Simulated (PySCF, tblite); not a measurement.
# C₂H₅BrClSi radical: geometry, infrared bands and EPR parameters

Aim: predict the infrared bands and EPR parameters of C₂H₅BrClSi radical (`Cl[CH]C[SiH2]Br`).

The runs use tblite 0.8.0 and PySCF 2.14.0, with density-fitted response routines of our own; the level of theory stands in each step. All values are computed, except where a source is named. Atoms count from 0, in the outputs and in this text.

## (1) Starting geometry

10 atoms, charge 0, multiplicity 2; geometry from: force field or distance geometry start.

Bonds of the start (Å): Cl0–C1 1.69, C1–C2 1.49, C2–Si3 1.86, Si3–Br4 2.23, C1–H5 1.09, C2–H6 1.09, C2–H7 1.10, Si3–H8 1.47, Si3–H9 1.48.

## (2) Optimising the geometry with GFN2-xTB

Job settings and geometry (Å):

```
{"job": {"kind": "relax", "xc": "GFN2-xTB", "basis": "xTB"}, "charge": 0, "multiplicity": 2}
Cl    -2.541700     1.217000     0.215100
C     -1.279600     0.235200     0.766200
C     -0.447600    -0.551900    -0.188600
Si     1.244000     0.150000    -0.530700
Br     2.421100     0.108500     1.366300
H     -1.176400     0.206300     1.850500
H     -0.356100    -1.567100     0.188200
H     -0.981300    -0.633200    -1.142800
H      1.181000     1.535400    -1.024100
H      1.945500    -0.695500    -1.522700
```

Launch:

```sh
$ OMP_NUM_THREADS=1 python probes_run.py task.json out
```

This one command runs all jobs of the session in turn.

The program printed:

```text
step      E/eV     max force
  0    -467.18195    1.597
  1    -467.23321    0.521
  2    -467.24454    0.208
  3    -467.24865    0.204
  4    -467.25437    0.308
  5    -467.25909    0.265
  6    -467.26247    0.157
  7    -467.26436    0.162
  8    -467.26620    0.158
  9    -467.26855    0.207
 10    -467.27075    0.163
 11    -467.27221    0.119
 12    -467.27324    0.103
 13    -467.27436    0.134
 14    -467.27592    0.182
 15    -467.27786    0.172
 16    -467.27982    0.154
 17    -467.28164    0.169
 18    -467.28343    0.145
 19    -467.28557    0.165
 20    -467.28820    0.148
 21    -467.29055    0.128
 22    -467.29211    0.104
 23    -467.29325    0.089
 24    -467.29402    0.075
 25    -467.29450    0.064
 26    -467.29491    0.054
 27    -467.29537    0.081
 28    -467.29594    0.090
 29    -467.29654    0.065
 30    -467.29701    0.065
 31    -467.29736    0.049
 32    -467.29770    0.060
 33    -467.29802    0.053
 34    -467.29829    0.047
 35    -467.29856    0.058
 36    -467.29886    0.059
 37    -467.29925    0.066
 38    -467.29977    0.076
 39    -467.30041    0.080
 40    -467.30101    0.075
 41    -467.30147    0.059
 42    -467.30178    0.040
 43    -467.30199    0.043
 44    -467.30219    0.047
 45    -467.30248    0.064
 46    -467.30278    0.048
 47    -467.30303    0.039
 48    -467.30318    0.034
 49    -467.30329    0.031
 50    -467.30345    0.037
 51    -467.30363    0.037
 52    -467.30377    0.026
 53    -467.30384    0.021
 54    -467.30388    0.018
 55    -467.30393    0.018
 56    -467.30397    0.012
 57    -467.30399    0.008
```

Run time: 0.3 s. Hardware: 1 thread of Intel Xeon 6975P-C, shared host.

The steps of the relaxation: (not every step is listed)

| step | energy from step 0 (eV) | largest force (eV/Å) |
| --- | --- | --- |
| 0 | 0.0000 | 1.5971 |
| 1 | -0.0513 | 0.5206 |
| 2 | -0.0626 | 0.2080 |
| 3 | -0.0667 | 0.2036 |
| 4 | -0.0724 | 0.3082 |
| 5 | -0.0771 | 0.2649 |
| 6 | -0.0805 | 0.1566 |
| 7 | -0.0824 | 0.1623 |
| 8 | -0.0843 | 0.1581 |
| 12 | -0.0913 | 0.1031 |
| 16 | -0.0979 | 0.1538 |
| 20 | -0.1063 | 0.1479 |
| 24 | -0.1121 | 0.0753 |
| 28 | -0.1140 | 0.0904 |
| 32 | -0.1158 | 0.0604 |
| 36 | -0.1169 | 0.0594 |
| 40 | -0.1191 | 0.0745 |
| 44 | -0.1202 | 0.0466 |
| 48 | -0.1212 | 0.0339 |
| 52 | -0.1218 | 0.0256 |
| 53 | -0.1219 | 0.0214 |
| 54 | -0.1219 | 0.0185 |
| 55 | -0.1220 | 0.0180 |
| 56 | -0.1220 | 0.0124 |
| 57 | -0.1220 | 0.0083 |

Distances of close pairs at the start and the end, largest changes first:

| bond | before (Å) | after (Å) | change (Å) |
| --- | --- | --- | --- |
| C2–Si3 | 1.863 | 1.930 | +0.067 |
| C1–C2 | 1.491 | 1.462 | -0.029 |
| Si3–H9 | 1.480 | 1.455 | -0.025 |
| Si3–H8 | 1.472 | 1.452 | -0.020 |
| Si3–Br4 | 2.233 | 2.215 | -0.018 |
| C1–H5 | 1.090 | 1.075 | -0.014 |
| Cl0–C1 | 1.691 | 1.705 | +0.014 |
| C2–H7 | 1.096 | 1.090 | -0.006 |

The next job starts from the end point, and lists it.

## (3) Infrared spectrum with GFN2-xTB

Job settings and geometry (Å):

```
{"job": {"kind": "ir", "xc": "GFN2-xTB", "basis": "xTB"}, "charge": 0, "multiplicity": 2}
Cl    -2.135372     1.508225     0.156523
C     -1.308498     0.137215     0.742599
C     -0.514377    -0.666431    -0.185798
Si     1.179104     0.180828    -0.560525
Br     2.315906     0.184040     1.340522
H     -1.130073     0.123794     1.802931
H     -0.332204    -1.650849     0.247776
H     -1.038012    -0.796147    -1.132975
H      0.992352     1.572051    -0.932176
H      1.980056    -0.588071    -1.501404
```

The program printed:

```text
mode    cm-1     km/mol
  1      31.8      3.50
  2      72.2      4.52
  3     114.9      3.92
  4     245.0      9.04
  5     332.6     14.10
  6     405.7     42.69
  7     426.0     41.30
  8     472.5     73.37
  9     572.7     15.32
 10     654.7     53.68
 11     689.2    197.55
 12     724.7    221.36
 13     757.2    209.04
 14     836.0    142.27
 15    1083.4     15.41
 16    1150.9     25.75
 17    1181.8     10.40
 18    1243.8     53.03
 19    1434.3      8.07
 20    2328.0    293.10
 21    2366.6    164.03
 22    2969.9     15.10
 23    2976.6     15.72
 24    3106.7      8.66
```

It took 0.23 s on 1 thread of Intel Xeon 6975P-C, shared host.

Which atoms move in the most intense modes:

| cm⁻¹ | km/mol | atoms |
| --- | --- | --- |
| 472 | 73.4 | H9 37 %, H8 27 %, Si3 18 % |
| 655 | 53.7 | C2 38 %, H8 29 %, H9 12 % |
| 689 | 197.6 | H9 24 %, C2 21 %, Si3 14 %, H6 13 % |
| 725 | 221.4 | C1 23 %, Cl0 16 %, C2 14 %, H8 12 % |
| 757 | 209.0 | H8 51 %, H9 42 % |
| 836 | 142.3 | H6 23 %, C1 20 %, H7 20 %, C2 17 % |
| 2328 | 293.1 | H9 94 % |
| 2367 | 164.0 | H8 95 % |

## (4) g tensor and hyperfine couplings: B3LYP/def2-TZVP-core+pcH-1

Same as in step 3 but for these lines:

```diff
@@ -1,2 +1,2 @@
-{"job": {"kind": "ir", "xc": "GFN2-xTB", "basis": "xTB"}, "charge": 0, "multiplicity": 2}
+{"job": {"kind": "epr", "basis": "pcH-1"}, "charge": 0, "multiplicity": 2}
 Cl    -2.135372     1.508225     0.156523
```

Level: UKS B3LYP, def2-TZVP-core on Br, pcH-1 on C Cl H Si, non-relativistic, mean-field spin-orbit, GIAO.

The program printed:

```text
UKS, coarse grid
  cycle   1  E = -3403.07741272  |g| = 1.57e+00
  cycle   2  E = -3403.09298430  |g| = 5.20e-01
  cycle   3  E = -3403.11434400  |g| = 2.58e-01
  cycle   4  E = -3403.13117210  |g| = 5.02e-02
  cycle   5  E = -3403.13239288  |g| = 1.10e-02
  cycle   6  E = -3403.13244579  |g| = 4.11e-03
  cycle   7  E = -3403.13245416  |g| = 1.21e-03
  cycle   8  E = -3403.13245592  |g| = 5.78e-04
UKS, final grid
  cycle   1  E = -3403.13247335  |g| = 5.93e-04
  cycle   2  E = -3403.13247320  |g| = 8.22e-04
  cycle   3  E = -3403.13247353  |g| = 7.99e-05
  cycle   4  E = -3403.13247353  |g| = 4.00e-05
  cycle   5  E = -3403.13247353  |g| = 1.09e-05
E = -3403.13247353 Eh   <S^2> = 0.7541 (exact 0.7500)
g shifts (ppm)      1          2          3
  rmc          -177       -177       -177
  gc             -5         32         12
  oz_so        -785       7372       9186
  total        -967       7227       9021
hyperfine (MHz)  atom isotope    a_iso     a_fc   dipolar eigenvalues
    0  35Cl       6.82       6.93    -29.45    -19.11     48.55
    1   13C     141.77     141.26    -77.75    -77.10    154.86
    2   13C     -28.29     -28.34     -2.95     -0.30      3.26
    3  29Si    -134.48    -134.60    -21.95     10.40     11.56
    4  79Br       0.04       0.13     -3.96     -1.90      5.86
    5    1H     -53.39     -53.51    -35.63     -1.57     37.20
    6    1H      31.47      31.46     -4.56     -4.42      8.98
    7    1H      51.01      50.98     -4.59     -4.00      8.60
    8    1H      -0.48      -0.49     -2.64     -1.24      3.88
    9    1H      22.88      22.87     -2.08     -0.82      2.90
```

It took 71 s on 1 thread of Intel Xeon 6975P-C, shared host; peak memory 1.1 GiB.

Principal g values 2.00135, 2.00955, 2.01134; g(iso) = 2.00741, against 2.00232 for a free electron.

Mean a(iso) over the nuclei that a row names, and the largest dipolar term of the row (other rows stand at the frozen geometry):

| nuclei | isotope | a(iso) (MHz) | a(iso) (G, at g = 2.0023) | largest dipolar term (MHz) |
| --- | --- | --- | --- | --- |
| C1 | 13C | 141.8 | 50.6 | 154.9 |
| Si3 | 29Si | -134.5 | -48.0 | -22.0 |
| H5 | 1H | -53.4 | -19.0 | 37.2 |
| H6, H7 | 1H | 41.2 | 14.7 | 9.0 |
| C2 | 13C | -28.3 | -10.1 | 3.3 |
| H8, H9 | 1H | 11.2 | 4.0 | 3.9 |
| Cl0 | 35Cl | 6.8 | 2.4 | 48.6 |
| Br4 | 79Br | 0.0 | 0.0 | 5.9 |

Mulliken spin populations:

| atom | value (e) |
| --- | --- |
| Cl0 | 0.08 |
| C1 | 0.90 |
| C2 | -0.07 |
| Si3 | 0.08 |
| Br4 | 0.00 |
| H5 | -0.04 |
| H6 | 0.01 |
| H7 | 0.02 |
| H8 | 0.00 |
| H9 | 0.01 |

In first order the couplings over 0.8 MHz of 1H, 35Cl give 72 distinct lines over 63.8 G, if the averaged nuclei exchange fast.

Orbitals, density, ELF and potential are computed afterwards from the orbital file.

ELF in a plane through or near 4 of the atoms.

Ten even steps from '0' (0.00) to '9' (1.00):
```
0000000000000000000000000000
0000000011100000000000000000
0000012344432000000000000000
0000135777765200000000000000
0001477888887300000000000000
0002578755777200022000000000
0002578754675101477410000000
0001256777864003688620000000
0000012576543115665641000000
0000001331114657775562100000
0001389981128956977872100000
0005899997368721555541000000
0006999998434678841100000000
0004899996101799972000000000
0000389981000799983000000000
0000023420000489962000000000
0000000000000001100000000000
0000000000000000000000000000
0000000000000000000000000000
0000000000000000000000000000
```
The map spans 10.0 Å across and 8.8 Å up, centred on the molecule. Atoms in the plane (x, y in Å): C1 (1.5, 0.3), C2 (0.4, -0.7), H7 (0.6, -1.6), H9 (-2.4, -0.9).

log10 of the density (e/Å³) in the same plane.

Values, 10 rows by 14 columns:
```
-4.0 -4.0 -3.8 -3.2 -3.0 -3.0 -3.3 -3.9 -4.0 -4.0 -4.0 -4.0 -4.0 -4.0
-3.4 -3.5 -2.7 -2.0 -1.6 -1.7 -2.1 -2.8 -3.6 -4.0 -4.0 -4.0 -4.0 -4.0
-3.3 -2.8 -1.8 -0.8 -0.2 -0.3 -1.0 -1.9 -2.3 -2.3 -2.6 -3.3 -4.0 -4.0
-3.5 -2.6 -1.5 -0.6  0.1  0.0 -0.7 -1.5 -1.2 -0.8 -1.3 -2.1 -3.0 -4.0
-4.0 -2.9 -1.9 -1.0 -0.4 -0.2 -0.7 -1.0 -0.2  0.2 -0.5 -1.5 -2.3 -3.5
-4.0 -2.8 -1.8 -0.7 -0.2  0.2 -0.1  0.2  0.2  0.1 -0.6 -1.5 -2.4 -3.6
-3.9 -2.8 -1.7 -0.6 -0.3 -0.8 -0.6  0.1  0.0 -1.0 -1.6 -2.2 -3.1 -4.0
-4.0 -3.3 -2.4 -1.8 -1.6 -1.9 -1.6 -0.7 -0.6 -1.6 -2.6 -3.4 -4.0 -4.0
-4.0 -4.0 -3.7 -3.3 -3.2 -3.3 -3.0 -2.5 -2.4 -2.9 -3.8 -4.0 -4.0 -4.0
-4.0 -4.0 -4.0 -4.0 -4.0 -4.0 -4.0 -4.0 -4.0 -4.0 -4.0 -4.0 -4.0 -4.0
```
The map spans 10.0 Å across and 8.8 Å up, centred on the molecule. Atoms in the plane (x, y in Å): C1 (1.5, 0.3), C2 (0.4, -0.7), H7 (0.6, -1.6), H9 (-2.4, -0.9).

On the surface of density 0.002 e/bohr³ the electrostatic potential runs, from the 1st to the 99th percentile, from -0.43 V near Cl0 to 1.55 V near H7.

The spin density lies nearest to C1 62 %; Cl0 13 %; H5 9 %.

## (5) Results

```
                                 quantity                  value
strongest single infrared mode (GFN2-xTB)  2328 cm⁻¹, 293 km/mol
             zero-point energy (GFN2-xTB)          37.4 kcal/mol
                           g(iso) (B3LYP)                2.00741
                                     ⟨S²⟩     0.754 (exact 0.75)
       largest a(iso) (averaged by class)   13C on C1, 141.8 MHz
    surface potential, 1st and 99th percentile     -0.43 V and 1.55 V
```

In words: The optimisation took 57 steps and gained 0.122 eV; among the close pairs (by a distance rule), C2–Si3 changed most, from 1.863 to 1.930 Å. No mode is imaginary among the 24: a minimum at this level. The strongest single mode, at 2328 cm⁻¹, moves mainly H9. Unscaled tight-binding wavenumbers are off by several per cent, some by more. Its intensities can rank the bands wrongly. C1 carries the largest spin population, 0.90 e. The isotropic g lies 5.1 ppt above the free-electron value. The hyperfine terms hold no scalar relativity, which the heavier nuclei need.
